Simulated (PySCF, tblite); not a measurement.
# C6H11O2P: geometry, infrared bands and NMR shifts

Aim: predict the infrared bands and NMR shifts of C6H11O2P (`COC1=C[P@](C)(=O)CC1`).

Computed with tblite 0.8.0 and PySCF 2.14.0, with density-fitted response routines of our own, on a single molecule in the gas phase. Atoms count from 0, in the outputs and in this text.

## (1) The starting structure

20 atoms, charge 0, multiplicity 1; geometry from: force field or distance geometry start.

Bonds of the start (Å): C0–O1 1.43, O1–C2 1.36, C2–C3 1.36, C3–P4 1.75, P4–C5 1.80, P4–O6 1.49, P4–C7 1.81, C7–C8 1.54, C8–C2 1.51, C0–H9 1.08, C0–H10 1.09, C0–H11 1.10, C3–H12 1.07, C5–H13 1.08, C5–H14 1.09, C5–H15 1.09, C7–H16 1.10, C7–H17 1.09, C8–H18 1.09, C8–H19 1.09.

## (2) Geometry optimisation with GFN2-xTB

Job settings and geometry (Å):

```
{"job": {"kind": "relax", "xc": "GFN2-xTB", "basis": "xTB"}, "charge": 0, "multiplicity": 1}
C      3.109800     0.293300    -0.529000
O      2.134800    -0.749000    -0.528300
C      0.879800    -0.431600    -0.124900
C      0.379600     0.782700     0.216000
P     -1.316000     0.701200     0.659200
C     -2.193900     1.087900    -0.860000
O     -1.927900     1.340900     1.860900
C     -1.313800    -1.102200     0.741900
C     -0.110800    -1.574700    -0.088900
H      4.053700    -0.127300    -0.844900
H      3.232100     0.711800     0.473600
H      2.815900     1.074500    -1.239800
H      0.944800     1.692700     0.268700
H     -3.248000     0.857200    -0.748100
H     -1.809600     0.523100    -1.704200
H     -2.095400     2.154000    -1.078200
H     -2.256000    -1.537400     0.380800
H     -1.186000    -1.409500     1.783900
H      0.323000    -2.468700     0.357100
H     -0.421300    -1.807900    -1.107300
```

Run with:

```bash
$ OMP_NUM_THREADS=1 python probes_run.py task.json out
```

This one command runs all jobs of the session in turn.

**Question.** This job is followed by: GFN2-xTB harmonic vibrations, gas phase; GIAO PBE0/pcSseg-1 NMR shielding, non-relativistic, gas phase. Predict these results of the whole session: strongest single infrared mode (GFN2-xTB); zero-point energy (GFN2-xTB); 13C shifts against TMS (PBE0/pcSseg-1); 1H shifts against TMS (PBE0/pcSseg-1, means over atoms taken as alike); 17O shifts against H2O (PBE0/pcSseg-1); 31P shifts against H3PO4 (PBE0/pcSseg-1).

As calculated:

| quantity | value |
| --- | --- |
| strongest single infrared mode (GFN2-xTB) | 1660 cm⁻¹, 374 km/mol |
| zero-point energy (GFN2-xTB) | 100.2 kcal/mol |
| 13C shifts against TMS (PBE0/pcSseg-1) | 179.4, 97.2, 57.8, 33.3, 32.4, 20.9 ppm |
| 1H shifts against TMS (PBE0/pcSseg-1, means over atoms taken as alike) | 4.77, 3.79, 2.43, 2.25, 1.97, 1.80, 1.37 ppm |
| 17O shifts against H2O (PBE0/pcSseg-1) | 136.8, 131.1 ppm |
| 31P shifts against H3PO4 (PBE0/pcSseg-1) | 31.4 ppm |

Over 58 steps the energy fell by 0.191 eV; of the close pairs, C3–P4 changed most, 1.754 to 1.802 Å. No mode is imaginary among the 54: a minimum at this level. The strongest single mode, at 1660 cm⁻¹, moves mainly C2 and C3. GFN2-xTB is a fitted tight-binding method: band positions and strengths are rough. Its intensities can rank the bands wrongly. The most deshielded carbon is C2 (alkene carbon bearing oxygen), at 179.4 ppm: an sp2 carbon further deshielded by the attached heteroatom. At PBE0/pcSseg-1: Shielding is most anisotropic at P4 (span 272 ppm, paramagnetic term -676 ppm).
